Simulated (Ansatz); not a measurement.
Predict the output of the script below (the Ansatz DFT code, driven from Python).

Script `elastic_mo.py`:
```python
'''Stiffness tensor and moduli of Mo.'''

import ansatz as az
import numpy as np

lattice = az.Lattice.of(
    (2.7355104, 0.0, 0.0),
    (-1.3677552, 2.3690215, 0.0),
    (0.0, 0.0, 2.5551807),
)
sites = [
    ('Mo', (0.0, 0.0, 0.5)),
]
xtal = az.Crystal(lattice=lattice)
for symbol, position in sites:
    xtal = xtal.atom(symbol, position)

calc = xtal.calculation().functional('PBEsol').occupations('fermi_dirac', width=0.15).kpoints(18, 18, 17)
res = calc.elastic('clamped_ion', amplitude=0.01).run(threads=1, backend='cpu')
elastic = res.elastic

print('C_ij (GPa), Voigt order xx yy zz yz xz xy')
for row in elastic.c_gpa:
    print(' '.join(f'{value:8.1f}' for value in row))
print('smallest eigenvalue of C:', round(elastic.stability.min_eigenvalue_gpa, 1), 'GPa; tensor positive definite:', elastic.stability.min_eigenvalue_gpa > 0)
# averaged moduli need a positive definite tensor
if elastic.stability.min_eigenvalue_gpa > 0:
    m = elastic.moduli
    print(f'K = {m.k_hill_gpa:.1f}, G = {m.g_hill_gpa:.1f}, E = {m.youngs_gpa:.1f} GPa, Poisson ratio {m.poisson:.3f}, K/G = {m.k_hill_gpa / m.g_hill_gpa:.2f}')
```

```console
$ python elastic_mo.py
DeckWarning: basis.ecutwfc = 420 eV, auto-derived from the records' recommended cutoffs: set by Mo (normal level)
C_ij (GPa), Voigt order xx yy zz yz xz xy
   227.5    316.2    109.5     -0.0     -0.0     -0.0
   316.2    227.5    109.5     -0.0     -0.0     -0.0
   101.4    101.4    373.2     -0.0     -0.0     -0.0
     0.0     -0.0      0.0    -96.6     -0.0      0.0
     0.0     -0.0      0.0      0.0    -96.6      0.0
    -0.0      0.0     -0.0      0.0      0.0    -44.3
smallest eigenvalue of C: -96.6 GPa; tensor positive definite: False
```
(Warnings from the package without file and line.)

Notes:
- The cell isn't relaxed first, so the values belong to this volume.
- A Fermi-Dirac width this large means warm electrons, whose thermal share enters the free energy.
- The cell stands under -3.4 GPa at these settings.
- The cell stands under an uneven stress, so these stress-strain coefficients aren't symmetric, and eigenvalues smaller than that stress decide nothing.
- This isn't the structure that Mo takes at ambient conditions.
- Shear constants of a metal converge slowly with the k-point mesh and can be wrong in sign on a coarse one; the constants belong to the cell that was strained.
- Run time: 89 s on 1 thread of Intel(R) Xeon(R) Processor @ 2.30GHz (shared host), peak memory 0.75 GiB.

(A comment or docstring line of the script was reworded after the run, the code is as it ran.)
